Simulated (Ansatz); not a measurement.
# Mg5ZnO6: the cost of one run

Program: Ansatz 0.2.0. Level of theory: DFT PBE, scalar-relativistic, plane waves, PAW, unless a step names another level. These are calculated values, not measurements.

1 further run of the same task is left out (it didn't finish). Runs told in other sessions of the task aren't counted.

## (1) The starting structure

Symmetry: P-4m2, No. 115, tetragonal system. Conventional cell: a = 3.268 Å, b = 3.268 Å, c = 13.780 Å, α = 90.00°, β = 90.00°, γ = 90.00°. Mg (site symmetry -4m2) has 4 O at 2.00 Å in its first shell of neighbours. Mg (site symmetry 2mm) is surrounded by 4 O at 2.00 Å. Around Mg (site symmetry 2mm) lie 4 O at 1.98 to 2.00 Å. Around Zn (site symmetry -4m2) lie 4 O at 2.01 Å. Around O (site symmetry 2mm) lie 4 Mg at 2.00 Å. O (site symmetry 2mm) is surrounded by 2 Mg at 1.98 Å and 2 Zn at 2.01 Å.

As a file:

```xyz
12
Lattice="3.2678 0.0000 0.0000 0.0000 3.2678 0.0000 0.0000 0.0000 13.7795" Properties=species:S:1:pos:R:3 pbc="T T T"
Mg    0.0000    0.0000    0.0000
Mg    1.6339    1.6339    2.3008
Mg    0.0000    0.0000    4.6027
Mg    0.0000    0.0000    9.1769
Mg    1.6339    1.6339   11.4787
Zn    1.6339    1.6339    6.8898
O     1.6339    0.0000    1.1504
O     0.0000    1.6339    3.4515
O     1.6339    0.0000    5.7275
O     0.0000    1.6339    8.0520
O     1.6339    0.0000   10.3281
O     0.0000    1.6339   12.6292
```

The cell was relaxed beforehand at this level, from a generated guess; it needn't be the stable form of this composition. At a tolerance of 0.02 Å it has space group P-4m2 (No. 115); it has 12.26 Å³/atom, an uncorrected energy of -2.39 eV/atom over the elements and, on its mesh, gap 2.51 eV.

## (2) Elastic constants, atoms relaxed

input.yaml reads:

```yaml
crystal:
  lattice:
    - [3.268424025, 0.0, 0.0]
    - [0.0, 3.268424025, 0.0]
    - [0.0, 0.0, 13.7727237437]
  atoms:
    - { symbol: Mg, position: [0.0, 0.0, 0.0] }
    - { symbol: Mg, position: [0.5, 0.5, 0.1669443562] }
    - { symbol: Mg, position: [0.0, 0.0, 0.3339782447] }
    - { symbol: Mg, position: [0.0, 0.0, 0.6660217553] }
    - { symbol: Mg, position: [0.5, 0.5, 0.8330556438] }
    - { symbol: Zn, position: [0.5, 0.5, 0.5] }
    - { symbol: O, position: [0.5, 0.0, 0.0834693268] }
    - { symbol: O, position: [0.0, 0.5, 0.2504376264] }
    - { symbol: O, position: [0.5, 0.0, 0.4156226361] }
    - { symbol: O, position: [0.0, 0.5, 0.5843773639] }
    - { symbol: O, position: [0.5, 0.0, 0.7495623736] }
    - { symbol: O, position: [0.0, 0.5, 0.9165306732] }
basis:
  ecutwfc: 420
kpoints:
  mp_grid: { grid: [8, 8, 2] }
hamiltonian:
  xc: pbe
scf:
  occupations: { method: fixed }
output:
  forces: true
  stress: true
  eigenvalues: true
  polarization: {}
elastic:
  mode: relaxed_ion
  stencil: two_point
```

Launch:

```sh
$ ansatz run input.yaml --threads 4 --pin off --max-ram 8192MiB --backend cpu --events-out ev --progress --plain --runs-dir out
```

**Question.** How long does this run take on 4 threads of Intel Xeon 6975P-C (Granite Rapids), shared host, and how much memory does it need?

About 5 min, with a peak of 0.86 GiB.
